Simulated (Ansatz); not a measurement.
Working through cell relaxations under several functionals of NaI, space group Fm-3m

Computed with Ansatz 0.2.0 through its Python package.

Notebook, run cell by cell (the value of a cell's last expression is shown):

In [1]:
```python
from dataclasses import dataclass
import warnings

import ansatz as az
import numpy as np
```

In [2]:
```python
@dataclass(frozen=True)
class Settings:
    kmesh: tuple[int, ...] = (6, 6, 6)
    occupations: str = "fixed"
    max_iterations: int = 200
    fmax: float = 0.01
```

In [3]:
```python
settings = Settings()

def edges_and_angles(cell):
    cell = np.asarray(cell)
    a, b, c = np.linalg.norm(cell, axis=1)
    cosines = cell[1] @ cell[2] / (b * c), cell[0] @ cell[2] / (a * c), cell[0] @ cell[1] / (a * b)
    return (a, b, c, *np.degrees(np.arccos(cosines)))
```

In [4]:
```python
warnings.simplefilter("ignore", az.DeckWarning)

lattice = az.Lattice.of(
    [0.0, 3.2364, 3.2364],
    [3.2364, 0.0, 3.2364],
    [3.2364, 3.2364, 0.0],
)
sites = [
    ("Na", [0.0, 0.0, 0.0]),
    ("I", [0.5, 0.5, 0.5]),
]
structure = az.Crystal(lattice=lattice)
for symbol, position in sites:
    structure = structure.atom(symbol, position)

structure.resolved().tree()["lattice"]
```
Out [4]:
```text
((0.0, 3.2364, 3.2364), (3.2364, 0.0, 3.2364), (3.2364, 3.2364, 0.0))
```

In [5]:
```python
job = (
    structure.calculation()
    .kpoints(mesh=settings.kmesh, center="monkhorst-pack")
    .occupations(settings.occupations)
    .mixing("anderson")
    .scf(max_iterations=settings.max_iterations)
    .relax(cell=True, force_tolerance=settings.fmax, max_steps=100)
)
```

In [6]:
```python
levels = [("pbe", "none"), ("r2scan", "rvv10"), ("pbe", "d3bj")]
print("level            a       b       c    alpha   beta  gamma  V/atom  steps")
for name, dispersion in levels:
    seen = []
    run = job.functional(name, dispersion=dispersion).session().plan()
    out = run.execute(on_event=lambda e: seen.append(e) if e["event"] == "relax_step" else None)
    cell = out.lattice.cell_ang
    label = name if dispersion == "none" else f"{name}+{dispersion}"
    print("{:13s} {:7.4f} {:7.4f} {:7.4f} {:6.2f} {:6.2f} {:6.2f}".format(label, *edges_and_angles(cell)), f"{abs(np.linalg.det(cell)) / len(out.lattice.sites):7.3f} {len(seen):5d}")
```
```text
level            a       b       c    alpha   beta  gamma  V/atom  steps
pbe            4.6157  4.6157  4.6157  60.01  60.01  60.01  34.773     4
r2scan+rvv10   4.5210  4.5210  4.5210  60.01  60.01  60.01  32.676     4
pbe+d3bj       4.4962  4.4962  4.4962  60.01  60.01  60.01  32.145     5
```

From smallest to largest: PBE+D3BJ (32.14 Å³ an atom, -5.2 % against the start), r2SCAN+RVV10 (32.68 Å³ an atom, -3.6 % against the start) and PBE (34.77 Å³ an atom, +2.6 % against the start). The spread is 8.2 % in volume.

These settings explore the input space; cutoff and mesh may be short of convergence. Forces vanish by symmetry, so the ions can't move, and the end may be a saddle. The mesh has less symmetry than the crystal, which the program warned of. Edges and angles are those of the cell as typed, here a primitive one, not of the conventional cell. The structure is a deposited one; some such entries were measured under pressure or heat, so a shift against it needn't be the functional's error alone. The script silences the warnings on its input, which a real study should read. Wall time of the script: 51 s on 1 thread of Arm Neoverse V1, on a shared host, peak memory 0.73 GiB.
